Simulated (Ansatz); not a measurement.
Working through a check of PAW against all-electron LAPW of LiMg, space group Pmma

With the Ansatz DFT code, driven from Python.

Typed at the interpreter:
```pycon
>>> import ansatz as az
>>> import numpy as np
>>> import pandas as pd
>>> from pymatgen.core import Lattice, Structure
>>> from pymatgen.io.ase import AseAtomsAdaptor
>>> KMESH = (5, 8, 5)
>>> FILLING = 'gaussian'
>>> XC = 'lda'
>>> def count_gap(report):
...     # lowest empty less highest filled band, counting bands; zero where they overlap
...     return max(report.get('gap_by_band_count_ev') or 0.0, 0.0)
...
>>> pmg_structure = Structure(
...     Lattice([(4.912625, 0.0, 0.0), (0.0, 3.340249, 0.0), (0.0, 0.0, 4.933959)]),
...     ['Li', 'Li', 'Mg', 'Mg'],
...     [
...         (0.75, 0.0, 0.257117),
...         (0.25, 0.0, 0.742883),
...         (0.25, 0.5, 0.243873),
...         (0.75, 0.5, 0.756127),
...     ],
... )
>>> limg = az.Crystal.from_ase(AseAtomsAdaptor.get_atoms(pmg_structure))
>>> calculation = limg.calculation()
>>> calculation = calculation.kpoints(*KMESH)
>>> calculation = calculation.occupations(FILLING, width=100 * az.meV)
>>> calculation = calculation.functional(XC)
>>> calculation = calculation.stress().forces()
>>> calculation = calculation.band_table()
>>> variants = {
...     'PAW': calculation.pseudopotentials('paw'),
...     'LAPW': calculation.pseudopotentials('all_electron', lapw=True),
... }
>>> rows = []
>>> for label, variant in variants.items():
...     rep = variant.run().report
...     levels = np.array(rep['eigenvalues_ev'][0]) - rep['fermi_energy_ev']
...     print(label, 'levels at the first k-point near E_F:', np.round(levels[np.abs(levels) < 5], 3))
...     rows.append((label, rep['n_electrons'], np.trace(rep['stress_gpa']) / 3, float(np.abs(rep['forces_ev_ang']).max()), count_gap(rep)))
...
DeckWarning: basis.ecutwfc = 420 eV, auto-derived from the records' recommended cutoffs: set by Li (normal level)
PAW levels at the first k-point near E_F: [-0.749 -0.715 -0.067  2.021  4.602  4.641]
LAPW levels at the first k-point near E_F: [-0.749 -0.714 -0.068  2.019  4.605  4.643]
>>> print(pd.DataFrame(rows, columns=['treatment', 'electrons in bands', 'P GPa', 'max force component eV/A', 'gap by band count eV']).round(4).to_string(index=False))
treatment  electrons in bands   P GPa  max force component eV/A  gap by band count eV
      PAW                26.0 -1.6711                    0.0172                   0.0
     LAPW                26.0 -1.6539                    0.0173                   0.0
```

PAW gives -1.671 GPa and LAPW -1.654 GPa, 0.017 GPa apart. They took 2.3 and 5.5 s of processor time.

Caveats:
- The computed bands are complete only to about 2.2 eV above the Fermi level.
- The mesh is modest for a metal, so energies can be off by several to tens of meV an atom and pressures by half a GPa or more; differences at equal mesh fare better.
- A gap by band count of zero or less means overlapping bands, a metal.
- The structure comes from a database of computed cells and needn't be a stable or known phase.
- Gaps and levels are Kohn-Sham values on a finite set of k-points.
- Warnings are shown shortened and without file and line.
- Pressure is positive in compression; the treatments may keep other shells as core, so totals and counts of electrons can differ.
- Run time: 8.8 s on 1 thread of Arm Neoverse V2, on a shared host, peak memory 0.51 GiB.
